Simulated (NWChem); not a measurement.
# GaHSeCl2 (SMILES [Cl][Ga]([Cl])[SeH]): levels of theory compared

Aim: a comparison of 4 runs (HF/def2-SVP, wB97X/3-21G, PBE0/def2-SVP, PBE0/pcseg-2) of GaHSeCl2. 

Program for the calculation: NWChem 7.3.0.

2 further runs of the same task are left out: 2 that didn't finish.

**1. Starting point**

The species is GaHSeCl2 (5 atoms), meant as a singlet with charge 0. SMILES: `[Cl][Ga]([Cl])[SeH]`. Geometry: relaxed at PBE0-D4/def2-TZVP.

Bond lengths: Cl1–Ga2 2.125 Å, Ga2–Cl3 2.127 Å, Ga2–Se4 2.299 Å, Se4–H5 1.470 Å. Angles: Cl1–Ga2–Cl3 117.8°, Cl1–Ga2–Se4 120.0°, Cl3–Ga2–Se4 122.1°, Ga2–Se4–H5 90.8°.

**2. Energy and forces at HF/def2-SVP (run 1)**

File cl2gahse.nw:

```
start cl2gahse
title "Cl2GaHSe"
memory stack 880 mb heap 220 mb global 1100 mb
geometry units atomic noautosym nocenter noautoz
  Cl     2.95779933    -1.54258344     3.69460355
  Ga     0.51173783    -0.72659969     0.61623969
  Cl    -1.12117451    -3.82631746    -1.35493363
  Se    -0.29366344     3.39640476    -0.48792729
  H     -1.96059085     2.56001198    -2.54602801
end
basis spherical bse
  * library def2-SVP
end
scf
  thresh 1e-08
  maxiter 80
end
task scf gradient
```

Command:

```console
$ nwchem cl2gahse.nw > cl2gahse.out
```

The log of the run:

```text
[...]
  functions       =   105
[...]
  wavefunction    = RHF
[...]
         Total SCF energy =  -5242.008228432613
      One-electron energy =  -8752.610643649628
      Two-electron energy =   2782.155303412797
 Nuclear repulsion energy =    728.447111804218
        Time for solution =     41.5s
[...]
                         RHF ENERGY GRADIENTS
    atom               coordinates                        gradient
                 x          y          z           x          y          z
   1 Cl      2.957799  -1.542583   3.694604   -0.004020   0.001711  -0.005067
   2 Ga      0.511738  -0.726600   0.616240   -0.000837  -0.002013  -0.000979
   3 Cl     -1.121175  -3.826317  -1.354934    0.002553   0.004472   0.003077
   4 Se     -0.293663   3.396405  -0.487927    0.005426   0.000171   0.006738
   5 H      -1.960591   2.560012  -2.546028   -0.003122  -0.004341  -0.003769
[...]
```

It took 65 s on 1 thread of AMD EPYC 7R43 (Zen 3), shared host; peak memory 0.096 GiB.

**3. Energy and forces at wB97X/3-21G (run 2)**

File test.nw:

```
START test
TITLE "Cl2GaHSe"
memory total 2200 mb
charge 0

GEOMETRY units angstrom noautosym nocenter noautoz
   Cl     1.565200    -0.816300     1.955100
   Ga     0.270800    -0.384500     0.326100
   Cl    -0.593300    -2.024800    -0.717000
   Se    -0.155400     1.797300    -0.258200
   H     -1.037500     1.354700    -1.347300
END

BASIS spherical bse
   * library 3-21G
END

DFT
   xc wb97x
   mult 1
   grid xfine
   convergence energy 1e-08
   maxiter 100
   mulliken
   noprint "final vectors analysis"
END

TASK dft gradient
```

Command:

```console
$ nwchem test.nw > test.out
```

The log of the run:

```text
[...]
          Wavefunction type:  closed shell.
          No. of atoms     :     5
          No. of electrons :   100
[...]
          Charge           :     0
          Spin multiplicity:     1
[...]
          AO basis - number of functions:    72
[...]
              XC Information
              --------------
                       wb97x  Method XC Functional
                     Hartree-Fock (Exact) Exchange  1.000
                         wb97x Exchange Functional  1.000
                      wb97x Correlation Functional  1.000
[...]
 d= 0,ls=0.0,diis     1  -5222.2693005156 -5.95D+03  1.47D-02  5.00D-01     5.9
[...]
 d= 0,ls=0.0,diis     9  -5222.3437842568 -2.66D-09  1.28D-06  9.68D-10    53.1
         Total DFT energy =    -5222.343784256792
      One electron energy =    -8724.854391350018
           Coulomb energy =     2993.187822342901
    Exchange-Corr. energy =     -219.124379437184
 Nuclear repulsion energy =      728.447164187509
[...]
      Total Density - Mulliken Population Analysis
     ---------------------------------------------
    Atom       Charge   Shell Charges
 -----------   ------   -------------------------------------------------------
    1 Cl  17    17.34   2.00  1.95  5.90  1.14  3.08  0.90  2.37
    2 Ga  31    30.22   2.00  2.00  6.00  1.99  5.95  0.90  1.29  0.03  0.13  9.94
    3 Cl  17    17.34   2.00  1.95  5.90  1.14  3.08  0.89  2.37
    4 Se  34    34.14   2.00  2.00  5.99  2.00  5.95  0.82  2.08  1.15  2.15  9.99
    5 H    1     0.97   0.42  0.54
[...]
  wavefunction    = closed shell
[...]
                         DFT ENERGY GRADIENTS
    atom               coordinates                        gradient
                 x          y          z           x          y          z
   1 Cl      2.957799  -1.542583   3.694603   -0.012939   0.004689  -0.016290
   2 Ga      0.511738  -0.726600   0.616240    0.000871  -0.012903   0.001401
   3 Cl     -1.121174  -3.826317  -1.354934    0.008879   0.016571   0.010714
   4 Se     -0.293663   3.396405  -0.487927   -0.000813  -0.007341  -0.000855
   5 H      -1.960591   2.560012  -2.546028    0.004002  -0.001016   0.005031
[...]
```

Run time: 75 s. Hardware: 1 thread of AMD EPYC 7R43 (Zen 3), shared host; peak memory 0.12 GiB.

Run 3 isn't shown in full; the table further down has it.

**4. Energy and gradient at PBE0/pcseg-2 (run 4)**

File calc.xyz:

```xyz
5

Cl     1.565200    -0.816300     1.955100
Ga     0.270800    -0.384500     0.326100
Cl    -0.593300    -2.024800    -0.717000
Se    -0.155400     1.797300    -0.258200
H     -1.037500     1.354700    -1.347300
```

File run.py:

```python
from ase.io import read
from ase.calculators.nwchem import NWChem

system = read('calc.xyz')

calc = NWChem(
    label='calc',
    theory='dft',
    memory='2200 mb',
    basis='pcseg-2',
    basispar='spherical bse',
    dft={'xc': 'pbe0', 'mult': '1', 'grid': 'fine', 'convergence': 'energy 1e-08', 'iterations': '100', 'mulliken': None},
)
system.calc = calc

forces = system.get_forces()
print(f"energy = {system.get_potential_energy():.6f} eV")
print("forces (eV/A):")
for s, f in zip(system.symbols, forces):
    print(f"{s:2s} {f[0]:10.5f} {f[1]:10.5f} {f[2]:10.5f}")
print("dipole (e A):", system.get_dipole_moment().round(4))
```

Command:

```console
$ export ASE_NWCHEM_COMMAND="nwchem PREFIX.nwi > PREFIX.nwo"
$ python run.py
```

The log of the run:

```text
energy = -142774.058834 eV
forces (eV/A):
Cl   -0.00833   -0.00139   -0.01054
Ga    0.00561   -0.02803    0.00694
Cl    0.00622    0.00617    0.00828
Se    0.00360    0.03003    0.00494
H    -0.00710   -0.00679   -0.00956
dipole (e A): [-0.1402  0.2764 -0.1813]
```

The calculator wrote calc.nwi:

```
title "calc"

permanent_dir calc

scratch_dir calc

start calc

geometry units angstrom nocenter noautosym noautoz
  Cl 1.5651999999999999e+00 -8.1630000000000003e-01 1.9551000000000001e+00
  Ga 2.7079999999999999e-01 -3.8450000000000001e-01 3.2610000000000000e-01
  Cl -5.9330000000000005e-01 -2.0247999999999999e+00 -7.1699999999999997e-01
  Se -1.5540000000000001e-01 1.7972999999999999e+00 -2.5819999999999999e-01
  H  -1.0375000000000001e+00 1.3547000000000000e+00 -1.3472999999999999e+00
end

memory 2200 mb

basis spherical bse noprint
   * library pcseg-2
end

dft
  xc pbe0
  mult 1
  grid fine
  convergence energy 1e-08
  iterations 100
  mulliken
end

task dft gradient
```

calc.nwo (excerpt; [...] marks lines left out):

```text
[...]
         Total DFT energy =    -5246.849929150754
[...]
  wavefunction    = closed shell
                         DFT ENERGY GRADIENTS
    atom               coordinates                        gradient
                 x          y          z           x          y          z
   1 Cl      2.957799  -1.542583   3.694603    0.000162   0.000027   0.000205
   2 Ga      0.511738  -0.726600   0.616240   -0.000109   0.000545  -0.000135
   3 Cl     -1.121174  -3.826317  -1.354934   -0.000121  -0.000120  -0.000161
   4 Se     -0.293663   3.396405  -0.487927   -0.000070  -0.000584  -0.000096
   5 H      -1.960591   2.560012  -2.546028    0.000138   0.000132   0.000186
[...]
```

It took 6.7 min on 1 thread of AMD EPYC 7R43 (Zen 3), shared host; peak memory 0.14 GiB.

**5. The series**

| run | level | iteration cap | module | energy (Eh) | dipole moment (D) | HOMO energy (eV) | LUMO energy (eV) | wall time |
| --- | --- | --- | --- | --- | --- | --- | --- | --- |
| 1 | HF/def2-SVP | 80 | scf | -5242.008228 | 1.54 | -10.41 | 1.79 | 65 s |
| 2 | wB97X/3-21G | 100 | dft | -5222.343784 | 2.33 | – | – | 75 s |
| 3 | PBE0/def2-SVP | 100 | dft | -5245.899391 | 1.62 | -7.82 | -1.50 | 53 s |
| 4 | PBE0/pcseg-2 | 100 | dft | -5246.849929 | 1.72 | -7.98 | -1.73 | 6.7 min |

**6. Outcome**

| quantity | value |
| --- | --- |
| run 4: total energy | -5246.84993 Eh |
| run 4: dipole moment | 1.72 D |
| run 4: HOMO energy | -7.98 eV |
| run 4: LUMO energy | -1.73 eV |
| run 4: HOMO–LUMO gap | 6.24 eV |
| run 4: largest force on an atom | 0.031 eV/Å |

The dipole moment (its size) runs from 1.54 D (HF/def2-SVP) to 2.33 D (wB97X/3-21G). The two ends differ in method and basis. Over runs 1, 3, 4 the HOMO–LUMO gap runs from 6.24 eV (PBE0/pcseg-2) to 12.20 eV (HF/def2-SVP). Totals of different functionals can't be ranked against each other. All runs together took 9.9 min, the longest 6.7 min.
